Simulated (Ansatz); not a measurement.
# Li+ with Br2: interaction against distance, part 3 of 3

Ansatz 0.2.0, Gaussian basis.

## Step 14: B moved by +2.56 Å, wB97M-V/def2-TZVPPD

File ab/in.yaml:

```yaml
crystal:
  periodic: [false, false, false]
  atoms:
    - {symbol: Li, position_ang: [-0.114450, -0.142432, -1.513612]}
    - {symbol: Br, position_ang: [-0.465147, -0.579404, 3.435687]}
    - {symbol: Br, position_ang: [0.963783, 1.199955, 3.158836]}
basis:
  gaussian: {orbitals: "def2-TZVPPD.json"}
total_charge: 1
hamiltonian: {xc: {name: wB97M-V}}
```

File a/in.yaml:

```yaml
crystal:
  periodic: [false, false, false]
  atoms:
    - {symbol: Li, position_ang: [-0.114450, -0.142432, -1.513612]}
basis:
  gaussian:
    orbitals: "def2-TZVPPD.json"
    ghost_atoms:
      - {symbol: Br, position_ang: [-0.465147, -0.579404, 3.435687]}
      - {symbol: Br, position_ang: [0.963783, 1.199955, 3.158836]}
total_charge: 1
hamiltonian: {xc: {name: wB97M-V}}
```

File b/in.yaml:

```yaml
crystal:
  periodic: [false, false, false]
  atoms:
    - {symbol: Br, position_ang: [-0.465147, -0.579404, 3.435687]}
    - {symbol: Br, position_ang: [0.963783, 1.199955, 3.158836]}
basis:
  gaussian:
    orbitals: "def2-TZVPPD.json"
    ghost_atoms:
      - {symbol: Li, position_ang: [-0.114450, -0.142432, -1.513612]}
hamiltonian: {xc: {name: wB97M-V}}
```

The same command starts each run, in its folder.

Command:

```console
$ ansatz run in.yaml --threads 2 --pin off --events-out ev --progress --plain --max-ram 5222MiB
```

Output in ab, cut to the lines that bear on the results:

```text
Functional definition: wB97M-V
  name "wB97M-V"
  cite "Mardirossian & Head-Gordon, J. Chem. Phys. 144, 214110 (2016) doi:10.1063/1.4952647"
  cite "Becke, J. Chem. Phys. 107, 8554 (1997) doi:10.1063/1.475007"
  cite "Vydrov & Van Voorhis, J. Chem. Phys. 133, 244103 (2010) doi:10.1063/1.3521275"
  # Of w^i u^j: cxij and so on, Table III.
[...]
  gx(w, u) = 1 - cx + cx01*u + cx10*w
[...]
1054 factors; their error is unknown
227 factors; integrals over basis functions are off by at most 8.7e-5 eV
[...]
mean field -140282.73719529 eV, -5155.2955048723 hartree, gradient 5.6e-5 eV, S^2 0.000000; 0 other end points of the search recorded, 0 dependent functions left out
reference -140282.73726094 eV, -5155.2955072852 hartree; 36, 36 occupied and 100, 100 virtual orbitals, 1054 factors
Total energy: -140282.73726094 eV, -5155.2955072852 hartree
```

Output in a, cut to the lines that bear on the results:

```text
[... 5 set-up lines as earlier in the session ...]
  # Of w^i u^j: cxij and so on, Table III.
[...]
  gx(w, u) = 1 - cx + cx01*u + cx10*w
[...]
      + integral(e_c_pw_mod_opposite_spin*gos(b97_w_opposite, b97_u_opposite)) + vv10(b, c)
984 factors; their error is unknown
200 factors; integrals over basis functions are off by at most 8.7e-5 eV
[...]
mean field -197.98580539 eV, -7.2758441484 hartree, gradient 4.8e-7 eV, S^2 0.000000; 0 other end points of the search recorded, 0 dependent functions left out
reference -197.98581419 eV, -7.2758444720 hartree; 1, 1 occupied and 135, 135 virtual orbitals, 984 factors
Total energy: -197.98581419 eV, -7.2758444720 hartree
```

Log of b, cut to the lines that bear on the results:

```text
[... 5 set-up lines as earlier in the session ...]
  # Of w^i u^j: cxij and so on, Table III.
[...]
  gx(w, u) = 1 - cx + cx01*u + cx10*w
[...]
1004 factors; their error is unknown
199 factors; integrals over basis functions are off by at most 2.6e-4 eV
[...]
mean field -140084.63512402 eV, -5148.0153880315 hartree, gradient 8.9e-6 eV, S^2 0.000000; 0 other end points of the search recorded, 0 dependent functions left out
reference -140084.63518314 eV, -5148.0153902044 hartree; 35, 35 occupied and 101, 101 virtual orbitals, 1004 factors
Total energy: -140084.63518314 eV, -5148.0153902044 hartree
```

Times: 9 s (ab), 1.9 s (a), 7.5 s (b) on 2 threads of Arm Neoverse V2, shared host; peak memory 0.45 GiB.

Interaction: -11.22 kJ/mol.

## Step 15: B moved by +2.56 Å, CCSD(T)/def2-TZVPPD

Each input of step 14 (ab, a, b) changes in the same lines:

```diff
-hamiltonian: {xc: {name: wB97M-V}}
+correlation: {method: ccsd_t}
```

One command serves all of them, each in its own folder.

Command:

```console
$ ansatz run in.yaml --threads 2 --pin off --events-out ev --progress --plain --max-ram 5222MiB
```

Output in ab, cut to the lines that bear on the results:

```text
[... 4 set-up lines as earlier in the session ...]
[...]
907 factors; integrals over basis functions are off by at most 8.1e-4 eV
[...]
mean field -140194.76123305 eV, -5152.0624478923 hartree, gradient 2.4e-6 eV, S^2 0.000000; 0 other end points of the search recorded, 0 dependent functions left out
18 core orbitals not correlated: weight in the atoms' cores, before any rotation towards them, 1.000 or more for the frozen orbitals, at most 0.000 for the correlated occupied ones
reference -140194.76123305 eV, -5152.0624478923 hartree; 18, 18 occupied and 100, 100 virtual orbitals, 907 factors
second order -15.79193331 eV of doubles, -0.00000000 eV of singles
cycle   1  -15.82551634 eV  change   -3.4e-2 eV  update   6.8e-2
[...]
cycle   9  -16.21476914 eV  change   -2.1e-5 eV  update   3.5e-5
perturbative correction -0.53684741 eV, -0.0197287784 hartree
Total energy: -140211.51284959 eV, -5152.6780584457 hartree
```

Output in a, cut to the lines that bear on the results:

```text
[... 4 set-up lines as earlier in the session ...]
[...]
827 factors; integrals over basis functions are off by at most 8.1e-4 eV
[...]
mean field -196.91174377 eV, -7.2363731118 hartree, gradient 9.8e-7 eV, S^2 0.000000; 0 other end points of the search recorded, 0 dependent functions left out
reference -196.91174377 eV, -7.2363731118 hartree; 1, 1 occupied and 135, 135 virtual orbitals, 827 factors
second order -0.81493030 eV of doubles, -0.00000000 eV of singles
cycle   1  -0.91511503 eV  change   -1.0e-1 eV  update   6.4e-3
[...]
cycle   5  -0.93099283 eV  change   -5.9e-7 eV  update   7.2e-7
perturbative correction 0.00000000 eV, 0.0000000000 hartree
Total energy: -197.84273659 eV, -7.2705864672 hartree
```

b printed, cut to the lines that bear on the results:

```text
[... 4 set-up lines as earlier in the session ...]
[...]
842 factors; integrals over basis functions are off by at most 1.1e-3 eV
[...]
mean field -139997.74081600 eV, -5144.8220811111 hartree, gradient 3.1e-6 eV, S^2 0.000000; 0 other end points of the search recorded, 0 dependent functions left out
18 core orbitals not correlated: weight in the atoms' cores, before any rotation towards them, 1.000 or more for the frozen orbitals, at most 0.000 for the correlated occupied ones
reference -139997.74081600 eV, -5144.8220811111 hartree; 17, 17 occupied and 101, 101 virtual orbitals, 842 factors
second order -14.97178944 eV of doubles, -0.00000000 eV of singles
cycle   1  -14.90822498 eV  change    6.4e-2 eV  update   6.8e-2
[...]
cycle   8  -15.28115177 eV  change   -3.6e-5 eV  update   2.0e-5
perturbative correction -0.53576710 eV, -0.0196890778 hartree
Total energy: -140013.55773487 eV, -5145.4033421584 hartree
```

Wall times: 11 s (ab), 1.4 s (a), 8.5 s (b) on 2 threads of Arm Neoverse V2, shared host; peak memory 0.6 GiB.

Interaction: -10.84 kJ/mol.

## Step 16: The curves

| shift (Å) | Li1–Br3 (Å) | PBE-D4 | r2SCAN-D4 | PBE0-D4 | B3LYP-D4 | wB97M-V | Hartree-Fock | MP2 | CCSD | CCSD(T) |
| --- | --- | --- | --- | --- | --- | --- | --- | --- | --- | --- |
| -0.26 | 2.33 | -68.39 | -56.22 | -66.24 | -65.19 | -61.31 | -45.43 | -51.06 | -50.03 | -50.42 |
| -0.13 | 2.45 | -77.39 | -65.98 | -74.91 | -74.33 | -70.57 | -56.66 | -61.92 | -60.79 | -61.27 |
| 0.00 | 2.56 | -80.22 | -69.52 | -77.46 | -77.33 | -73.67 | -61.37 | -66.32 | -65.14 | -65.70 |
| 0.13 | 2.67 | -79.09 | -69.08 | -76.12 | -76.39 | -72.81 | -61.89 | -66.56 | -65.35 | -65.97 |
| 0.31 | 2.84 | -73.66 | -64.63 | -70.55 | -71.28 | -67.78 | -58.57 | -62.84 | -61.64 | -62.29 |
| 0.64 | 3.14 | -59.72 | -52.10 | -56.69 | -58.32 | -54.13 | -47.59 | -51.05 | -49.98 | -50.61 |
| 1.28 | 3.75 | -40.04 | -31.76 | -37.66 | -42.95 | -31.19 | -28.14 | -30.08 | -29.37 | -29.77 |
| 2.56 | 4.98 | -13.98 | -12.20 | -13.68 | -14.80 | -11.22 | -10.49 | -10.99 | -10.74 | -10.84 |

Energies in kJ/mol.

What each level costs and misses (shared host):

| method | RMS deviation from CCSD(T) (kJ/mol) | mean time a point |
| --- | --- | --- |
| PBE-D4 | 12.71 | 4 s |
| r2SCAN-D4 | 3.42 | 8.1 s |
| PBE0-D4 | 10.33 | 5.7 s |
| B3LYP-D4 | 10.97 | 6.4 s |
| wB97M-V | 6.71 | 20 s |
| Hartree-Fock | 3.66 | part of the CCSD(T) run |
| MP2 | 0.52 | part of the CCSD(T) run |
| CCSD | 0.51 | part of the CCSD(T) run |
| CCSD(T) | 0 | 21 s |

The best functional, r2SCAN-D4, misses by 3.42 kJ/mol and takes 8.1 s a point, against 21 s for CCSD(T).

## Step 17: What came out

This closing draws on all 3 parts.

| quantity | value |
| --- | --- |
| deepest point, CCSD(T) | -65.97 kJ/mol at +0.13 Å |
| at the longest distance | -10.84 kJ/mol at +2.56 Å |
| at the shortest | -50.42 kJ/mol at -0.26 Å |
| RMS deviation from CCSD(T) | PBE-D4 12.71, r2SCAN-D4 3.42, PBE0-D4 10.33, B3LYP-D4 10.97, wB97M-V 6.71, Hartree-Fock 3.66, MP2 0.52, CCSD 0.51 kJ/mol |

Of the points run, CCSD(T) in this basis is lowest 0.13 Å farther out than the PBE0-D4 geometry. At +2.56 Å, 16 % of the binding is left. CCSD follows best and PBE-D4 worst.
